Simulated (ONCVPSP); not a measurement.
# Pseudopotential generation for silicon: ONCV, PBEsol

Do these settings give a usable potential? It is generated, then checked for transferability, scattering, ghosts and hardness.

Program: ONCVPSP 4.0.1.1 (patched build). Reference atom: PBEsol, scalar-relativistic, spherical and spin-unpolarised. All values are calculated.

### 1 The atom and the settings

The settings as typed:

```
element                 : silicon (Si, Z = 14)
type                    : optimised norm-conserving Vanderbilt (ONCV)
frozen core             : [He]
valence charge          : 12
reference configuration : 2s2 2p6 3s1.75 3p2.25
partial waves           : 2s+3s: rc 0.90 bohr, ncon 4, nbas 9, qcut 12.2 1/bohr, 2 projectors; 2p+3p: rc 1.00 bohr, ncon 5, nbas 9, qcut 11.4 1/bohr, 2 projectors; d scattering state at 0.08 Ha: rc 1.05 bohr, ncon 5, nbas 8, qcut 8.3 1/bohr, 2 projectors, debl 2.1 Ha
local potential         : polynomial inside 0.70 bohr (lpopt 5, dvloc0 3 Ha)
core correction         : Teter function, fcfact 5, rcfact 1.75
```

The nodes and maxima of the atom's own shells, from an earlier all-electron run, set the scale for the radii.

All-electron outer shells of the reference configuration (PBEsol, scalar-relativistic, ld1.x):

| shell | level (eV) | outermost node (bohr) | outermost maximum (bohr) |
| --- | --- | --- | --- |
| 1s | -1782.77 | – | 0.07 |
| 2s | -139.55 | 0.15 | 0.45 |
| 2p | -95.85 | – | 0.39 |
| 3s | -10.96 | 0.72 | 1.77 |
| 3p | -4.21 | 0.72 | 2.14 |

### 2 Generating the potential

Input file Si.dat:

```
# ATOM AND REFERENCE CONFIGURATION
# atsym  z   nc   nv     iexc    psfile
  Si 14.00    1    4  -116133      upf
#
#   n    l    f
    1    0    2.00
    2    0    2.00
    2    1    6.00
    3    0    1.75
    3    1    2.25
#
# PSEUDOPOTENTIAL AND OPTIMIZATION
# lmax
    2
#
#   l,   rc,      ep,       ncon, nbas, qcut
    0    0.90    0.00    4    9   12.20
    1    1.00    0.00    5    9   11.40
    2    1.05    0.08    5    8    8.30
#
# LOCAL POTENTIAL
# lloc, lpopt,  rc(5),   dvloc0
    4    5    0.70    3.00
#
# VANDERBILT-KLEINMAN-BYLANDER PROJECTORs
# l, nproj, debl
    0    2    0.80
    1    2    0.40
    2    2    2.10
#
# MODEL CORE CHARGE
# icmod, fcfact, rcfact
    3    5.00    1.75
#
# LOG DERIVATIVE ANALYSIS
# epsh1, epsh2, depsh
   -7.00    5.00    0.04
#
# OUTPUT GRID
# rlmax, drl
    6.00    0.01
#
# TEST CONFIGURATIONS
# ncnf
    4
# nvcnf
#   n    l    f
    4
    2    0    2.00
    2    1    6.00
    3    0    2.00
    3    1    2.00
#
    4
    2    0    2.00
    2    1    6.00
    3    0    2.00
    3    1    1.00
#
    4
    2    0    2.00
    2    1    6.00
    3    0    2.00
    3    1    0.00
#
    4
    2    0    2.00
    2    1    6.00
    3    0    1.00
    3    1    3.00
#
```

On the command line:

```sh
$ oncvpsp.x < Si.dat > Si.out
```

Before running it: what results should come out? Wanted: cutoffs for 1 and 0.1 mHa per electron, occupied waves; bound ghosts; GHOST(+) flags; largest test error; largest phase difference near zero energy, channels read; rms error of d²Exc/dn², without and with the model core.

The runs gave:

| quantity | value |
| --- | --- |
| cutoffs for 1 and 0.1 mHa per electron, occupied waves | 151 Ha and 258 Ha |
| bound ghosts | none found |
| GHOST(+) flags | none at low energy |
| largest test error (AE − PS) | +3.4 meV, for 2s2 2p6 3s2 3p0 |
| largest phase difference near zero energy, channels read | 0.000 rad |
| rms error of d²Exc/dn², without and with the model core | 1.46 and 2.62 mHa |

What this shows: The worst unpolarised test, 2s2 2p6 3s2 3p0, is off by 3.4 meV on 22.0 eV; by total energies transferability rates as very good. It counts as very hard, with 151 Ha needed at the looser tolerance. The 2p wave sets it; 3p needs 64 Ha. The program's ghost test flags no bound state. Near zero energy the phases of the channels with partial waves agree within 0.001 rad.
